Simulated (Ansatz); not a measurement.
**CH₄FNOSi: one species, many methods**

An exercise on one series of results from a longer session: the logs are not shown, and one member is left open.

Computed with Ansatz 0.2.0, Gaussian basis. Level: functionals in def2-TZVPP, the program's frozen cores in correlated methods.

Plan: LDA (SPW92), PBE-D4, revPBE-D4, BLYP-D4, r2SCAN-D4, B97M-V, PBE0-D4, B3LYP-D4, r2SCANh-D4, r2SCAN0-D4, HSE06-D4, BHLYP-D4, CAM-B3LYP-D4, LC-ωPBE, ωB97X-V, ωB97M-V, B2PLYP, PBE-QIDH; CCSD(T)/def2-SVP; CCSD(T)/def2-TZVPP; MP2/def2-QZVPP; extrapolation to the limit; RPA on PBE.

### Structure used throughout

The geometry comes from an earlier relaxation with PBE0-D4 in a triple-zeta def2 set; it is a stationary point, not always the lowest conformer.

SMILES `NC1(F)O[SiH2]1`, 9 atoms, charge 0, spin multiplicity 1.

Atoms are counted from 1 here; the program's logs count them from 0.

Bond lengths: N1–C2 1.397 Å, N1–H6 1.016 Å, N1–H7 1.011 Å, C2–F3 1.382 Å, C2–O4 1.415 Å, C2–Si5 1.820 Å, O4–Si5 1.681 Å, Si5–H8 1.477 Å, Si5–H9 1.478 Å. Angles: C2–N1–H6 110.9°, C2–N1–H7 111.4°, H6–N1–H7 109.7°, N1–C2–F3 113.3°, N1–C2–O4 113.5°, N1–C2–Si5 125.7°, F3–C2–O4 109.6°, F3–C2–Si5 119.0°, O4–C2–Si5 61.1°, C2–O4–Si5 71.4°, C2–Si5–O4 47.5°, C2–Si5–H8 121.5°, C2–Si5–H9 123.0°, O4–Si5–H8 115.8°, O4–Si5–H9 116.5°, H8–Si5–H9 114.1°.

Set-up of the first run:

in.yaml

```yaml
crystal:
  periodic: [false, false, false]
  atoms:
    - {symbol: N, position_ang: [-0.472540, 0.840242, 1.135444]}
    - {symbol: C, position_ang: [-0.127613, 0.403549, -0.146174]}
    - {symbol: F, position_ang: [-0.110352, 1.417911, -1.084020]}
    - {symbol: O, position_ang: [-0.930651, -0.662771, -0.614135]}
    - {symbol: Si, position_ang: [0.666674, -1.183724, -0.548637]}
    - {symbol: H, position_ang: [-1.419214, 1.207951, 1.149974]}
    - {symbol: H, position_ang: [0.171585, 1.542797, 1.471341]}
    - {symbol: H, position_ang: [1.324524, -1.407965, -1.852194]}
    - {symbol: H, position_ang: [0.985989, -2.204190, 0.471401]}
basis:
  gaussian: {orbitals: def2-TZVPP}
hamiltonian: {xc: lda}
output: {orbitals: {seedname: orbitals}}
```

Command:

```bash
$ ansatz run in.yaml --threads 2 --pin off --events-out ev --progress --plain --max-ram 4352MiB
```

Among the steps run: LDA; PBE-D4 (GGA); revPBE-D4 (GGA); BLYP-D4 (GGA); r2SCAN-D4 (meta-GGA); B97M-V (meta-GGA); B3LYP-D4 (hybrid); r2SCANh-D4 (hybrid); r2SCAN0-D4 (hybrid); HSE06-D4 (hybrid); BHLYP-D4 (hybrid); CAM-B3LYP-D4 (range-separated); LC-ωPBE (range-separated); ωB97X-V (range-separated); ωB97M-V (range-separated); B2PLYP (double hybrid); PBE-QIDH (double hybrid).

One table of the session follows, with a row left open; its other results are not shown here.

```
  functional  HOMO (eV)  gap (eV)
 LDA (SPW92)      -6.27      4.38
      PBE-D4      -6.11      4.43
   revPBE-D4      -6.04      4.45
     BLYP-D4      -6.00      4.41
   r2SCAN-D4      -6.37      4.97
      B97M-V      -6.49      4.95
     PBE0-D4      -7.45      6.60
    B3LYP-D4      -7.25      6.15
  r2SCANh-D4      -6.87      5.76
  r2SCAN0-D4          ?         ?
    HSE06-D4      -7.05      5.82
    BHLYP-D4      -8.72      8.69
CAM-B3LYP-D4      -8.85      8.97
     LC-ωPBE     -10.16     11.46
     ωB97X-V      -9.82     11.00
     ωB97M-V      -9.71     10.62
```

Estimate the missing values for r2SCAN0-D4.

Worked estimate for «HOMO (eV)». Against the share of exact exchange, r2SCAN-D4 (0, -6.37), r2SCANh-D4 (0.1, -6.87) give a slope of -5.00 per unit share; at 0.25 the line stands at -7.62.

The run gave: HOMO (eV): -7.63; gap (eV): 6.94. In «HOMO (eV)» the line misses by +0.01.
